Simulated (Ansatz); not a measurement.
Crystal: CoSn.

```
Sn Co
1.0
     5.24604    0.00000    0.00000
    -2.62302    4.54320    0.00000
     0.00000    0.00000    4.18759
Sn Co
3 3
Direct
  0.00000 0.00000 0.00000
  0.33333 0.66667 0.50000
  0.66667 0.33333 0.50000
  0.50000 0.00000 0.00000
  0.50000 0.50000 0.00000
  0.00000 0.50000 0.00000
```

The cell is a database's computed one.

Base run:

- Program: Ansatz 0.2.0
- Functional: PBE
- Potentials or basis: Ansatz PAW
- Cutoff: 420 eV
- Density cutoff: 1680 eV
- k mesh: 6 × 6 × 7
- Occupations: fermi-dirac, width 0.05 eV
- Spin: non-collinear spin, ferromagnetic start, spin-orbit coupling
- Starting moments: [[0.0, 0.0, 0.0], [0.0, 0.0, 0.0], [0.0, 0.0, 0.0], [1.155, 1.155, 1.155], [1.155, 1.155, 1.155], [1.155, 1.155, 1.155]] μB

Its results: band gap on the k mesh none (metal or under the smearing width); pressure 4.0 GPa; net moment 0.00 μB per cell.

Question: The run is repeated on the same cell with these changes: functional from PBE to PBEsol. What comes out?

Answer: Band gap on the k mesh none (metal or under the smearing width); pressure -2.1 GPa; net moment 0.00 μB per cell.

PBEsol binds more tightly than PBE, so the same cell stands under less pressure.

Caveats: the PAW data sets come from PBE, with cores solved anew for the run's functional, which leaves a small shift of forces and pressure (some runs).

Not every run made on this cell is shown here.
